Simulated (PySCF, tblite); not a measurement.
**C₄H₉Si₂ radical: geometry, infrared bands and EPR parameters**

Aim: predict the infrared bands and EPR parameters of C₄H₉Si₂ radical (`C=[C]/C([SiH3])=C/[SiH3]`).

Computed with tblite 0.8.0 and PySCF 2.14.0, with density-fitted response routines of our own, on a single molecule in the gas phase. Atoms are numbered from 0 throughout.

## (1) The molecule as given

15 atoms, charge 0, multiplicity 2; geometry from: force field or distance geometry start.

Bonds of the start (Å): C0–C1 1.31, C1–C2 1.42, C2–Si3 1.88, C2–C4 1.35, C4–Si5 1.83, C0–H6 1.08, C0–H7 1.08, Si3–H8 1.48, Si3–H9 1.49, Si3–H10 1.48, C4–H11 1.08, Si5–H12 1.49, Si5–H13 1.48, Si5–H14 1.49.

## (2) Relaxing the molecule with GFN2-xTB

Job settings and geometry (Å):

```
{"job": {"kind": "relax", "xc": "GFN2-xTB", "basis": "xTB"}, "charge": 0, "multiplicity": 2}
C      2.965100    -0.592700    -0.439600
C      1.689000    -0.309200    -0.321300
C      0.314300    -0.023200    -0.144500
Si    -0.472500     0.748500    -1.664900
C     -0.274100    -0.318400     1.039600
Si    -2.007200    -0.093200     1.597400
H      3.702300     0.198500    -0.390100
H      3.291700    -1.607100    -0.582300
H     -1.388800     1.832400    -1.253400
H     -1.267600    -0.282700    -2.383600
H      0.547000     1.307100    -2.576800
H      0.329700    -0.767700     1.817000
H     -2.205400    -0.803200     2.896200
H     -2.938200    -0.639900     0.588000
H     -2.289600     1.358700     1.796200
```

Run with:

```console
> OMP_NUM_THREADS=1 python probes_run.py task.json out
```

One launch serves the whole session: the jobs run in the order shown.

**Question.** This job is followed by: GFN2-xTB harmonic vibrations, gas phase; UKS B3LYP, pcH-1 on C H Si, non-relativistic, mean-field spin-orbit, GIAO. Predict these results of the whole session: strongest single infrared mode (GFN2-xTB); zero-point energy (GFN2-xTB); g(iso) (B3LYP); ⟨S²⟩; largest a(iso) (averaged by class); potential on the surface of density 0.002 e/bohr³, 1st and 99th percentile.

**Answer**, as computed:

```
                                                                  quantity                   value
                                 strongest single infrared mode (GFN2-xTB)    775 cm⁻¹, 449 km/mol
                                              zero-point energy (GFN2-xTB)           60.7 kcal/mol
                                                            g(iso) (B3LYP)                 2.00242
                                                                      ⟨S²⟩      0.772 (exact 0.75)
                                        largest a(iso) (averaged by class)  1H on H6, H7, 96.5 MHz
potential on the surface of density 0.002 e/bohr³, 1st and 99th percentile      -0.39 V and 1.00 V
```

What this shows: Over 91 steps the energy fell by 0.277 eV; of the close pairs, C1–C2 changed most, 1.415 to 1.337 Å. All 39 modes are real, so the xTB geometry is a minimum. Unscaled tight-binding wavenumbers are off by several per cent, some by more. Its intensities can rank the bands wrongly. The largest spin populations lie on C4 (0.73 e), C1 (0.51 e). The isotropic g lies 0.1 ppt above the free-electron value. The conformer search found further structures of the same energy, which may be mirror or relabelled copies of this one.
